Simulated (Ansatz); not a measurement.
# Ti2Al6HF: the cost of one run

Method: DFT PBE, scalar-relativistic, plane waves, PAW, in Ansatz 0.2.0.

14 further runs of the same task are left out: 1 that didn't finish, 13 set aside as unsound or not needed.

## (1) Starting point

It takes space group P1 (No. 1, triclinic). Conventional cell: a = 5.097 Å, b = 5.097 Å, c = 22.136 Å, α = 90.00°, β = 90.00°, γ = 115.52°. Around Al (site symmetry 1) lie 5 Al at 2.72 to 2.89 Å and 2 Ti at 2.89 Å. Around Ti (site symmetry 1) lie 11 Al at 2.72 to 2.93 Å. Al (site symmetry 1) has 3 Ti at 2.71 to 2.72 Å and 8 Al at 2.89 to 2.93 Å as nearest neighbours. Al (site symmetry 1) is surrounded by 7 Al at 2.72 to 2.93 Å and 4 Ti at 2.84 to 2.93 Å. Ti (site symmetry 1) is surrounded by 1 H at 1.65 Å and 1 F at 1.65 Å. Al (site symmetry 1) is surrounded by 3 Ti at 2.72 to 2.78 Å and 1 H at 2.82 Å and 1 F at 2.82 Å and 4 Al at 2.87 Å. Only part of the 10 independent sites is listed.

As a file:

```
Al Ti F H
1.0
     5.09697    0.00000    0.00000
     2.19616    4.59957    0.00000
     0.00000    0.00000   22.13618
Al Ti F H
6 2 1 1
Direct
  0.50000 0.00000 0.18070
  0.00000 0.50000 0.18070
  0.00000 0.00000 0.24211
  0.00000 0.50000 0.30763
  0.50000 0.00000 0.30763
  0.50000 0.50000 0.36755
  0.50000 0.50000 0.24211
  0.00000 0.00000 0.36466
  0.86649 0.00000 0.43260
  0.13351 0.00000 0.43260
```

This is the geometry of the first run shown, built on a cell relaxed beforehand with the same method.

## (2) The scan

Atoms count from 1 in the order of the input.

HF lies flat over one site of a rigid substrate while its bond length and height are varied.

First coordinate, distance F9-H10: 8 values from 0.830 to 2.830 Å. Second coordinate, height of the HF axis above the plane of Al8: 8 values from 0.80 to 3.60 Å.

Nothing else is relaxed. Points are written as (first, second).

## (3) Grid point (1.361 Å, 1.44 Å)

A dipole layer in the vacuum cancels the field that periodic copies would set up if the slab's two faces differ.

File input.yaml:

```yaml
crystal:
  lattice:
    - [5.0969736979, 0.0, 0.0]
    - [2.1961599276, 4.5995676372, 0.0]
    - [0.0, 0.0, 22.1361794262]
  atoms:
    - { symbol: Al, position: [0.5, 0.0, 0.1806996557] }
    - { symbol: Al, position: [0.0, 0.5, 0.1806996557] }
    - { symbol: Ti, position: [0.5, 0.5, 0.2421138078] }
    - { symbol: Al, position: [0.0, 0.0, 0.2421138078] }
    - { symbol: Al, position: [0.0, 0.5, 0.3076271417] }
    - { symbol: Al, position: [0.5, 0.0, 0.3076271417] }
    - { symbol: Ti, position: [0.0, 0.0, 0.3646643711] }
    - { symbol: Al, position: [0.5, 0.5, 0.3675512052] }
    - { symbol: F, position: [-0.1335105967, 0.0, 0.4326030812] }
    - { symbol: H, position: [0.1335105967, 0.0, 0.4326030812] }
basis:
  ecutwfc: 420
kpoints:
  mp_grid: { grid: [6, 6, 1] }
hamiltonian:
  xc: pbe
  pseudopotentials: { kind: paw, azcp: { folder: soft_1 } }
scf:
  occupations: { method: gaussian, width: 0.1 }
output:
  forces: true
  eigenvalues: true
efield:
  axis: 3
  dipole_correction: true
  ramp_width: 0.04
```

Started as:

```
ansatz run input.yaml --threads 1 --pin off --max-ram 3072MiB --backend cpu --events-out ev --progress --plain --runs-dir out
```

Q: Estimate wall time and peak memory on 1 thread of Arm Neoverse V1, shared host.

About 42 s, with a peak of 0.68 GiB.
